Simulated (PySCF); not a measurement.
# GaP+: bond curves at several levels of theory

Aim: find the lowest electronic state of GaP+, scan its bond at several levels of theory, and get bond length, wavenumber and dissociation energy from each curve.

Computed with PySCF 2.14.0. Level: Ga cc-pVDZ-PP with ECP10, P cc-pV(D+d)Z, scalar-relativistic core potentials.

### Step 1. Set-up

The job is set up so:

```yaml
atoms: Ga, P
charge: 1
basis: Ga cc-pVDZ-PP with ECP10, P cc-pV(D+d)Z
Hamiltonian: scalar-relativistic core potentials
basis_functions: 46
electrons_treated: 35
masses_in_u: 68.9256, 30.9738
levels: PBE0, PBE, r²SCAN, BLYP, PBEsol, B2PLYP, LC-ωPBE, HF, MP2, SCS-MP2, CCSD, CCSD(T)
grid: 80 radial by 434 angular points
occupations: held fixed by the projection of orbital angular momentum
dissociation_limit: Ga+ + P, each in its ground configuration
starting_distance_in_angstrom: 2.370
values_of_2S_to_try: 1, 3
```

Run with:

```sh
OMP_NUM_THREADS=1 python dia.py task.json out
```

Further steps of the session: First curve: PBE0; Higher solutions at PBE0; PBE (GGA); r²SCAN; BLYP (GGA); PBEsol (GGA); B2PLYP; LC-ωPBE (range-separated hybrid); UHF (mean field); Adding correlation.

Before running it: what results should come out? Wanted: for each run, Re; ωe; De; μ.

As calculated:

Lowest PBE0 solution found, without spin–orbit coupling: ⁴Σ⁻ (quartet), unpaired electrons σ ↑, π ↑↑. State 2 has its PBE0 minimum 0.50 eV higher, as a spin-mixed determinant (⟨S²⟩ = 1.77), so this is no gap between pure states. State 3 has its PBE0 minimum 0.61 eV higher, as a spin-mixed determinant (⟨S²⟩ = 1.77), so this is no gap between pure states. The other levels ran on the lowest alone.

| level | Re (Å) | ωe (cm⁻¹) | De (eV) | μ (D) |
| --- | --- | --- | --- | --- |
| UHF | 3.261 | 69.5 | 0.152 | -2.58 |
| UHF-MP2 | 2.928 | 103.5 | 0.292 | n/a |
| UHF-SCS-MP2 | 3.008 | 93.4 | 0.247 | n/a |
| UHF-CCSD | 2.957 | 101.1 | 0.273 | n/a |
| UHF-CCSD(T) | 2.898 | 108.8 | 0.307 | n/a |
| PBE | 2.676 | 151.5 | 0.65 | -0.29 |
| PBEsol | 2.602 | 172.4 | 0.76 | -0.12 |
| BLYP | 2.769 | 133.7 | 0.57 | -0.36 |
| r²SCAN | 2.644 | 151.2 | 0.59 | -0.35 |
| PBE0 | 2.694 | 142.2 | 0.54 | -0.53 |
| LC-ωPBE | 2.739 | 128.2 | 0.396 | -0.81 |
| B2PLYP | 2.795 | 124.3 | 0.421 | -0.85 |

De is counted to Ga+ + P in their ground configurations. A positive dipole points from Ga to P; in an ion it is taken about the centre of mass and does not tell which atom is negative.

What this shows: The methods spread over 0.658 Å in bond length, from PBEsol to UHF. CCSD(T) can't serve as the judge here: for a weak bond in this basis it is far from its limit. Among the levels with a De in the table, it runs from 0.152 eV (UHF) to 0.76 eV (PBEsol).

Correlated steps freeze 9 core orbitals. B2PLYP dipoles, levels and charges come from its SCF part alone.
